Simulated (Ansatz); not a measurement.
**BaGa2H2: from the listed structure to its properties**

This session takes BaGa2H2 and sets out to relax cell and atoms, see whether it has a gap, which orbitals make up the states near it and how charge is shared and fit an equation of state.

Program: Ansatz 0.2.0. Level of theory: DFT PBEsol, scalar-relativistic, plane waves, PAW. These are calculated values, not measurements.

**1. The system as given**

Symmetry: P-3m1, No. 164, trigonal system. Conventional cell: a = 4.529 Å, b = 4.529 Å, c = 4.899 Å, α = 90.00°, β = 90.00°, γ = 120.00°. Ba (site symmetry -3m) has 6 H at 2.68 Å in its first shell of neighbours. Around Ga (site symmetry 3m) lie 1 H at 1.69 Å. H (site symmetry 3m) is surrounded by 1 Ga at 1.69 Å.

Coordinates:

```
Ba Ga H
1.0
     4.52860    0.00000    0.00000
    -2.26430    3.92188    0.00000
     0.00000    0.00000    4.89910
Ba Ga H
1 2 2
Direct
  0.00000 0.00000 0.00000
  0.33333 0.66667 0.46800
  0.66667 0.33333 0.53200
  0.33333 0.66667 0.12320
  0.66667 0.33333 0.87680
```

The structure comes from the Crystallography Open Database.

(A quick probe on a coarse mesh, which set the mesh and smearing, is not shown.)

**3. The relaxation**

input.yaml

```yaml
crystal:
  lattice:
    - [4.5285988553, 0.0, 0.0]
    - [-2.2642994276, 3.9218816522, 0.0]
    - [0.0, 0.0, 4.8991]
  atoms:
    - { symbol: Ba, position: [0.0, 0.0, 0.0] }
    - { symbol: Ga, position: [0.3333333333, 0.6666666667, 0.468] }
    - { symbol: Ga, position: [0.6666666667, 0.3333333333, 0.532] }
    - { symbol: H, position: [0.3333333333, 0.6666666667, 0.1232] }
    - { symbol: H, position: [0.6666666667, 0.3333333333, 0.8768] }
basis:
  ecutwfc: 420
kpoints:
  mp_grid: { grid: [12, 12, 8] }
hamiltonian:
  xc: pbesol
scf:
  occupations: { method: gaussian, width: 0.1 }
output:
  forces: true
  stress: true
  eigenvalues: true
relax:
  adjacent_minimum: "off"
  f_tol: 0.005
  max_steps: 80
  cell: { stress_tol: 0.05 }
```

Command:

```bash
ansatz run input.yaml --threads 1 --pin off --max-ram 2560MiB --backend cpu --events-out ev --progress --plain --runs-dir out
```

The session goes on with these runs: bands, states and charges; the cell scaled to 0.97 of its volume; point at V/V0 = 1.03; volume × 0.94; volume × 1.06.

**Question.** What will these runs give? Wanted: relaxed cell; volume; formation energy; gap; states at the Fermi level; Bader charges; equilibrium volume of the fit; bulk modulus.

The runs gave:

```
                                                               quantity                                                                       value
                                                           relaxed cell  a = 4.484 Å, b = 4.484 Å, c = 4.784 Å, α = 90.00°, β = 90.00°, γ = 120.00°
                                                   space group (0.01 Å)                                                             P-3m1 (No. 164)
                                                                 volume                                                               16.66 Å³/atom
formation energy (elements from runs with the same settings, not shown)                                                               -0.51 eV/atom
                                                                    gap                                                                none (metal)
                                              states at the Fermi level                                                        0.21 per eV per cell
                                                          Bader charges                                               Ba +1.25, Ga -0.13, H -0.49 e
                                          equilibrium volume of the fit                                                               16.65 Å³/atom
                                                           bulk modulus                                                                      44 GPa
                                                its pressure derivative                                                                         3.8
```

**Reading.** Relaxation lowered the volume by 4.3 %. That is more than thermal expansion of the reported cell explains. Bands cross the Fermi level: a metal at this level of theory. Of the projected weight within 0.25 eV of the Fermi level, the largest part is Ga 4p (89 %). The projections leave out shells that the potentials don't hold, such as empty d states. Bader charges go up to 1.3 e. The fit puts the minimum at 16.65 Å³/atom with B = 44 GPa and B' = 3.8.
